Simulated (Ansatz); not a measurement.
Run this with the Ansatz DFT code, driven from Python and show what comes out.

`methods_brgeh4n.py`:
```python
'''BrGeH4N at several levels of theory.'''

import ansatz as az


def main() -> None:
    geometry_ang = [
        ('N', (-1.1151, 0.0761, -0.4371)),
        ('Ge', (0.4876, -0.0084, 0.3989)),
        ('Br', (0.893, -2.2303, 0.9085)),
        ('H', (-1.2156, 1.1344, -0.7157)),
        ('H', (-1.0832, -0.4239, -1.3585)),
        ('H', (0.4698, 0.8527, 1.6993)),
        ('H', (1.6247, 0.5314, -0.541)),
    ]
    molecule = az.Crystal.molecule()
    for symbol, xyz in geometry_ang:
        molecule = molecule.atom(symbol, xyz)

    model = molecule.calculation().basis(gaussian='def2-SVP')

    methods = ['mp2', 'ccsd', 'ccsd_t']
    batch = az.Session.batch([model.correlation(m).input() for m in methods])
    reports = sorted(batch.plan().execute().molecular_reports, key=lambda each: each['member'])
    print(f'Hartree-Fock reference {reports[0]["reference_energy_ev"] / 27.211386246:.6f} Ha')
    best = reports[-1]['free_energy_ev'] - reports[-1]['reference_energy_ev']
    for method, each in zip(methods, reports):
        gained = each['free_energy_ev'] - each['reference_energy_ev']
        print(f'{method:8s} total {each["free_energy_ev"] / 27.211386246:.6f} Ha  correlation {gained:9.4f} eV  ({100 * gained / best:.1f} % of the last)')


if __name__ == '__main__':
    main()
```

```console
$ python methods_brgeh4n.py
Hartree-Fock reference -4703.980574 Ha
mp2      total -4704.619119 Ha  correlation  -17.3757 eV  (95.1 % of the last)
ccsd     total -4704.635331 Ha  correlation  -17.8169 eV  (97.5 % of the last)
ccsd_t   total -4704.652041 Ha  correlation  -18.2715 eV  (100.0 % of the last)
```

Reading the output:
- Total energies depend on the basis set; only differences at equal settings carry meaning.
- The geometry is a force-field or estimated start, not a minimum of this method, and the basis set is short of its limit. A lower total doesn't mark the better method: functionals have no common bound, and MP2 and coupled cluster aren't variational.
- Inner cores stay frozen; a filled d shell under the valence of the heavier atoms is correlated with it.
